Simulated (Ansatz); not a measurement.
# C₄H₈BF: how energies converge with the basis set

An exercise on one series of results from a longer session: the logs are not shown, and one member is left open.

Method: one geometry, several basis sets; program: Ansatz 0.2.0, Gaussian basis.

Plan: PBE0-D4/def2-SVP; ωB97M-V/def2-SVP; PBE0-D4/def2-QZVPP; ωB97M-V/def2-QZVPP; the functionals' def2-TZVPP values are taken from earlier runs.

### The geometry

All runs share one geometry, relaxed beforehand with PBE0-D4 in a triple-zeta def2 set.

SMILES `C=C(C)B(C)F`, 14 atoms, charge 0, spin multiplicity 1.

Atoms are counted from 1 here; the program's logs count them from 0.

Bond lengths: C1–C2 1.336 Å, C1–H7 1.085 Å, C1–H8 1.088 Å, C2–C3 1.500 Å, C2–B4 1.562 Å, C3–H9 1.094 Å, C3–H10 1.094 Å, C3–H11 1.092 Å, B4–C5 1.562 Å, B4–F6 1.337 Å, C5–H12 1.091 Å, C5–H13 1.096 Å, C5–H14 1.096 Å. Angles: C2–C1–H7 121.1°, C2–C1–H8 122.1°, H7–C1–H8 116.8°, C1–C2–C3 121.5°, C1–C2–B4 118.7°, C3–C2–B4 119.8°, C2–C3–H9 111.2°, C2–C3–H10 111.2°, C2–C3–H11 111.8°, H9–C3–H10 106.3°, H9–C3–H11 108.0°, H10–C3–H11 108.0°, C2–B4–C5 124.2°, C2–B4–F6 117.5°, C5–B4–F6 118.3°, B4–C5–H12 113.2°, B4–C5–H13 110.2°, B4–C5–H14 110.6° and more.

Set-up of the first run:

Contents of in.yaml:

```yaml
crystal:
  periodic: [false, false, false]
  atoms:
    - {symbol: C, position_ang: [-1.985701, 0.220376, 0.487576]}
    - {symbol: C, position_ang: [-0.713635, 0.228201, 0.079875]}
    - {symbol: C, position_ang: [-0.169710, 1.340869, -0.766564]}
    - {symbol: B, position_ang: [0.217746, -0.952251, 0.504339]}
    - {symbol: C, position_ang: [1.726143, -1.065007, 0.113352]}
    - {symbol: F, position_ang: [-0.316712, -1.922569, 1.253559]}
    - {symbol: H, position_ang: [-2.373254, -0.586813, 1.099715]}
    - {symbol: H, position_ang: [-2.681330, 1.014584, 0.226242]}
    - {symbol: H, position_ang: [0.213367, 0.963198, -1.719664]}
    - {symbol: H, position_ang: [0.671027, 1.838669, -0.273405]}
    - {symbol: H, position_ang: [-0.929592, 2.094827, -0.982825]}
    - {symbol: H, position_ang: [2.200279, -1.972583, 0.488751]}
    - {symbol: H, position_ang: [2.281841, -0.199915, 0.493069]}
    - {symbol: H, position_ang: [1.846634, -1.030883, -0.975019]}
basis:
  gaussian: {orbitals: def2-SVP}
hamiltonian: {xc: pbe0, dispersion: d4}
output: {orbitals: {seedname: orbitals}}
```

Among the steps run: PBE0-D4 in def2-SVP; ωB97M-V in def2-SVP; PBE0-D4 in def2-QZVPP; ωB97M-V in def2-QZVPP.

One of the session's tables, all rows but one given; the rest of the session is left out.

It belongs to the step «Functionals by basis». 

```
functional       basis  HOMO (eV)
   PBE0-D4    def2-SVP      -7.66
   PBE0-D4  def2-TZVPP      -7.71
   PBE0-D4  def2-QZVPP      -7.72
   ωB97M-V    def2-SVP          ?
   ωB97M-V  def2-TZVPP      -9.93
   ωB97M-V  def2-QZVPP      -9.94
```

**Question.** Estimate the row for ωB97M-V, def2-SVP.

As computed: HOMO (eV): -9.87. In the column «HOMO (eV)» it lies between ωB97M-V, def2-TZVPP (-9.93) and PBE0-D4, def2-QZVPP (-7.72).
